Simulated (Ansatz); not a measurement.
**AsH4NTe: one species, many methods**

An exercise on one series of results from a longer session: the logs are not shown, and one member is left open.

Computed with Ansatz 0.2.0, Gaussian basis. Level: functionals in def2-TZVPP, the program's frozen cores in correlated methods.

Levels to be run: PBE-D4, r2SCAN-D4, PBE0-D4, B3LYP-D4, ωB97X-V, ωB97M-V, B2PLYP; CCSD(T)/def2-TZVPP; CCSD(T)/def2-QZVPP; extrapolation to the limit.

### The relaxed structure

The geometry comes from an earlier relaxation with PBE0-D4 in a triple-zeta def2 set; it is a stationary point, not always the lowest conformer. Te takes the def2 core potential; no spin-orbit term is included.

SMILES `N[AsH][TeH]`, 7 atoms, charge 0, spin multiplicity 1.

Atoms are counted from 1 here; the program's logs count them from 0.

Bond lengths: N1–As2 1.846 Å, N1–H4 1.011 Å, N1–H5 1.010 Å, As2–Te3 2.579 Å, As2–H6 1.534 Å, Te3–H7 1.658 Å. Angles: As2–N1–H4 111.6°, As2–N1–H5 116.5°, H4–N1–H5 110.5°, N1–As2–Te3 100.9°, N1–As2–H6 100.5°, Te3–As2–H6 88.5°, As2–Te3–H7 91.9°.

Set-up of the first run:

in.yaml

```yaml
crystal:
  periodic: [false, false, false]
  atoms:
    - {symbol: N, position_ang: [-1.230535, -0.170990, -0.391898]}
    - {symbol: As, position_ang: [0.389380, 0.701279, -0.540075]}
    - {symbol: Te, position_ang: [1.819898, -0.640273, 1.134315]}
    - {symbol: H, position_ang: [-1.844793, 0.052140, -1.163388]}
    - {symbol: H, position_ang: [-1.717428, -0.071253, 0.486917]}
    - {symbol: H, position_ang: [0.221448, 1.784607, 0.533181]}
    - {symbol: H, position_ang: [2.362020, -1.655519, -0.059062]}
basis:
  gaussian: {orbitals: def2-TZVPP}
hamiltonian: {xc: pbe, dispersion: d4}
output: {forces: true, orbitals: {seedname: orbitals}}
```

Command:

```console
ansatz run in.yaml --threads 2 --pin off --events-out ev --progress --plain --max-ram 32768MiB --backend cpu
```

Among the steps run: PBE-D4 (GGA); r2SCAN-D4 (meta-GGA); PBE0-D4 (hybrid); B3LYP-D4 (hybrid); ωB97X-V (range-separated); ωB97M-V (range-separated); B2PLYP (double hybrid); CCSD(T) in def2-TZVPP; CCSD(T) in def2-QZVPP.

One table of the session follows, with a row left open; its other results are not shown here.

```
            method  atomisation energy (kJ/mol)
            PBE-D4                       1887.7
         r2SCAN-D4                       1824.0
           PBE0-D4                       1825.7
          B3LYP-D4                       1859.5
           ωB97X-V                       1860.1
           ωB97M-V                       1829.7
            B2PLYP                       1808.9
     HF/def2-TZVPP                       1088.8
    MP2/def2-TZVPP                       1754.7
   CCSD/def2-TZVPP                       1720.6
CCSD(T)/def2-TZVPP                            ?
           MP2/CBS                       1838.9
       CCSD(T)/CBS                       1847.0
```

**Question.** Estimate the row for CCSD(T)/def2-TZVPP.

**Answer.** atomisation energy (kJ/mol): 1762.8. In the column «atomisation energy (kJ/mol)» it lies between MP2/def2-TZVPP (1754.7) and B2PLYP (1808.9).
